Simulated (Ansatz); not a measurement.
# AlO (oxoaluminum): U-wB97X/6-31G

Aim: the electronic atomisation energy of AlO (oxoaluminum) at U-wB97X/6-31G, from 3 runs. 

The calculation is run with Ansatz 0.2.0.

48 further runs of the same task are left out: 2 that didn't finish, 46 set aside as unsound or not needed.

### 1 The molecule

AlO has 2 atoms, charge 0, and is taken as a doublet. As SMILES, `[O]=[Al]`. Geometry: relaxed at PBE0-D4/def2-TZVP.

Bond lengths: O1–Al2 1.620 Å.

### 2 A single-point energy at U-wB97X/6-31G

File job.yaml:

```yaml
crystal:
  periodic: [false, false, false]
  atoms:
    - symbol: O
      position_ang: [0.000000, -0.000000, -0.024920]
    - symbol: Al
      position_ang: [-0.000000, 0.000000, 1.594970]
basis:
  gaussian:
    orbitals: 6-31G
hamiltonian:
  xc: {name: wB97X}
magnetization:
  spin_polarized: true
  initial_magnetization: 1
accuracy: high
```

Command:

```console
ansatz run job.yaml --threads 1 --pin off --max-ram 3480MiB --events-out events.jsonl --progress --plain --runs-dir runs
```

What it wrote:

```text
Warning: RAYON_NUM_THREADS=1 ignored (pool sized by the plan → 1); use --threads N
Functional definition: wB97X
  name "wB97X"
  parameter omega = 0.3/bohr
  parameter cx = 0.157706
  parameter cx1 = 0.726479
  parameter cx2 = 1.04760
  parameter cx3 = -5.70635
  parameter cx4 = 13.2794
  parameter css1 = -4.33879
  parameter css2 = 18.2308
  parameter css3 = -31.7430
  parameter css4 = 17.2901
  parameter cos1 = 2.37031
  parameter cos2 = -11.3995
  parameter cos3 = 6.58405
  parameter cos4 = -3.78132
  exchange = spin_sum(e_x_unif_sr(omega)*poly(b97_u_x, 1 - cx, cx1, cx2, cx3, cx4)) + cx*exact_x_sr(omega)
      + exact_x_lr(omega)
  correlation = spin_sum(e_c_pw_same_spin*poly(b97_u_same, 1, css1, css2, css3, css4))
      + integral(e_c_pw_opposite_spin*poly(b97_u_opposite, 1, cos1, cos2, cos3, cos4))
414 factors; integrals over basis functions are off by at most 2.8e-9 eV
159 factors; integrals over basis functions are off by at most 1.4e-9 eV
mean field evaluation 1: about -8629.7541 eV, gradient 4.6e1 eV
mean field evaluation 2: about -8550.7741 eV, gradient 1.2e2 eV
mean field evaluation 4: about -8640.0047 eV, gradient 1.9e0 eV
mean field evaluation 8: about -8640.0652 eV, gradient 1.8e-1 eV
mean field evaluation 16: about -8640.0674 eV, gradient 6.4e-5 eV
mean field -8640.06741472 eV, -317.5166210431 hartree, gradient 4.5e-8 eV, S^2 0.762305; 1 other end points of the search recorded, 0 dependent functions left out
reference -8640.06741242 eV, -317.5166209582 hartree; 11, 10 occupied and 11, 12 virtual orbitals, 414 factors
Total energy: -8640.06741242 eV, -317.5166209582 hartree
```

Wall time 5.7 s (1 thread of Intel Xeon Platinum 8488C (Sapphire Rapids), shared host); peak memory 0.32 GiB.

### 3 The Al atom at the same level

File molecule.yaml:

```yaml
basis:
  gaussian:
    orbitals: 6-31G
crystal:
  periodic: [false, false, false]
  atoms:
    - {symbol: Al, position_ang: [0.000000, 0.000000, 0.000000]}
hamiltonian:
  xc: {name: wB97X}
accuracy: high
magnetization:
  spin_polarized: true
  initial_magnetization: 1
```

Command:

```console
ansatz run molecule.yaml --threads 1 --pin off --max-ram 3480MiB --events-out events.jsonl --progress --plain --runs-dir runs
```

What it wrote, shortened:

```text
Warning: RAYON_NUM_THREADS=1 ignored (pool sized by the plan → 1); use --threads N
[... 2 set-up lines as earlier in the session ...]
[...]
      + exact_x_lr(omega)
[...]
      + integral(e_c_pw_opposite_spin*poly(b97_u_opposite, 1, cos1, cos2, cos3, cos4))
79 factors; integrals over basis functions are off by at most 2.3e-9 eV
41 factors; integrals over basis functions are off by at most 9.4e-10 eV
[...]
mean field -6594.15325951 eV, -242.3306626094 hartree, gradient 7.3e-9 eV, S^2 0.750431; 0 other end points of the search recorded, 0 dependent functions left out
reference -6594.15325884 eV, -242.3306625849 hartree; 7, 6 occupied and 6, 7 virtual orbitals, 79 factors
Total energy: -6594.15325884 eV, -242.3306625849 hartree
```

Run time: 2.1 s. Hardware: 1 thread of Intel Xeon Platinum 8488C (Sapphire Rapids), shared host; peak memory 0.23 GiB.

### 4 The O atom at the same level

File in.yaml:

```yaml
crystal:
  periodic: [false, false, false]
  atoms:
    - symbol: O
      position_ang: [0.000000, 0.000000, 0.000000]
basis:
  gaussian:
    orbitals: 6-31G
accuracy: high
magnetization:
  spin_polarized: true
  initial_magnetization: 2
hamiltonian:
  xc: {name: wB97X}
```

Run the same way, it converges to -75.04047 Eh (log not shown).

### 5 Results

Level: U-wB97X/6-31G.

| quantity | value |
| --- | --- |
| molecule: total energy | -317.51662 Eh |
| molecule: ⟨S²⟩ | 0.762 |
| Al atom: total energy | -242.33066 Eh |
| Al atom: ⟨S²⟩ | 0.750 |
| O atom: total energy | -75.04047 Eh |
| O atom: ⟨S²⟩ | 2.003 |
| electronic atomisation energy | 3.959 eV |

**Reading.** Taking the molecule apart into free atoms costs 3.96 eV (91 kcal/mol), before zero-point energy and without spin-orbit coupling. The basis has no polarisation functions, which makes bonds too weak.
